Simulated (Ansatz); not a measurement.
# Beta-Si3N4, cell of 14 atoms

Wanted: energy, pressure and frontier levels of the defect-free cell (PBEsol, HSE06 and r²SCAN).

All numbers are computed with Ansatz 0.2.0 (PAW, plane waves).

## (1) The starting cell

14 atoms (6 Si, 8 N); a = 7.625 Å, b = 7.625 Å, c = 2.910 Å, α = 90.00°, β = 90.00°, γ = 120.00°.

Steps to follow: (2) PBEsol single point at a 4×4×8 mesh, on 8 threads of Arm Neoverse-V2; (3) HSE06 single point at a 4×4×8 mesh, on 8 threads of Arm Neoverse-V2; (4) r²SCAN single point at a 4×4×8 mesh, on 8 threads of Arm Neoverse-V2.

Coordinates:

```
CELL_PARAMETERS angstrom
7.62472 0.00000 0.00000
-3.81236 6.60320 0.00000
0.00000 0.00000 2.91043
ATOMIC_POSITIONS crystal
Si 0.17395 0.76757 0.25000
Si 0.23243 0.40638 0.25000
Si 0.59362 0.82605 0.25000
Si 0.82605 0.23243 0.75000
Si 0.76757 0.59362 0.75000
Si 0.40638 0.17395 0.75000
N 0.33333 0.66667 0.25000
N 0.66667 0.33333 0.75000
N 0.33000 0.02962 0.25000
N 0.97038 0.30038 0.25000
N 0.69962 0.67000 0.25000
N 0.67000 0.97038 0.75000
N 0.02962 0.69962 0.75000
N 0.30038 0.33000 0.75000
```

## (2) Single point with PBEsol

Contents of in.yaml:

```yaml
crystal:
  lattice:
    - [7.624715, 0.000000, 0.000000]
    - [-3.812357, 6.603197, 0.000000]
    - [0.000000, 0.000000, 2.910433]
  atoms:
    - { symbol: Si, position: [0.173947, 0.767568, 0.250000] }
    - { symbol: Si, position: [0.232432, 0.406380, 0.250000] }
    - { symbol: Si, position: [0.593620, 0.826053, 0.250000] }
    - { symbol: Si, position: [0.826053, 0.232432, 0.750000] }
    - { symbol: Si, position: [0.767568, 0.593620, 0.750000] }
    - { symbol: Si, position: [0.406380, 0.173947, 0.750000] }
    - { symbol: N, position: [0.333333, 0.666667, 0.250000] }
    - { symbol: N, position: [0.666667, 0.333333, 0.750000] }
    - { symbol: N, position: [0.330000, 0.029618, 0.250000] }
    - { symbol: N, position: [0.970382, 0.300382, 0.250000] }
    - { symbol: N, position: [0.699618, 0.670000, 0.250000] }
    - { symbol: N, position: [0.670000, 0.970382, 0.750000] }
    - { symbol: N, position: [0.029618, 0.699618, 0.750000] }
    - { symbol: N, position: [0.300382, 0.330000, 0.750000] }
kpoints:
  mp_grid: { grid: [4, 4, 8] }
  band_path: { path: [VBM, CBM], npoints: 2 }
hamiltonian:
  xc: pbesol
scf:
  occupations: { method: fermi_dirac, width: 0.01 }
output:
  forces: true
  eigenvalues: true
  stress: true
  populations: true
  write_density: true
  write_potential: true
  elf: true
  volumetric_format: npy
```

The run is started by

```console
> ansatz run in.yaml --threads 8 --pin off --max-ram 17100MiB --runs-dir r --events-out ev --progress --plain
```

## (3) HSE06 on the same atoms

in.yaml, as its differences from that of step 2:

```diff
@@ -24,3 +24,3 @@
 hamiltonian:
-  xc: pbesol
+  xc: hse06
 scf:
@@ -30,7 +30,2 @@
   eigenvalues: true
-  stress: true
   populations: true
-  write_density: true
-  write_potential: true
-  elf: true
-  volumetric_format: npy
```

## (4) r²SCAN single point

in.yaml, as its differences from that of step 3:

```diff
@@ -24,3 +24,3 @@
 hamiltonian:
-  xc: hse06
+  xc: r2scan
 scf:
@@ -31 +31,5 @@
   populations: true
+  write_density: true
+  write_potential: true
+  elf: true
+  volumetric_format: npy
```

Q: Predict the outcome of this session. Wanted: for each run, top filled to lowest empty; gap over the zone; energy; pressure.

The runs gave:

```
 level                    time  top filled to lowest empty (eV)  gap over the zone (eV)  energy (eV/atom)  pressure (GPa)
PBEsol   6.9 s (8 CPU threads)                             4.21                    4.19         -483.8431            0.00
 HSE06  37 min (8 CPU threads)                             5.78                    5.76         -493.2219               -
r²SCAN    15 s (8 CPU threads)                             5.00                    4.98         -495.0602               -
```

**What this shows.** At the same k points, PBEsol gives a spacing 1.58 eV smaller and r²SCAN gives a spacing 0.78 eV smaller than the 5.78 eV of HSE06. The HSE06 single point took about 330 times as long as the PBEsol one on the same kind of device.
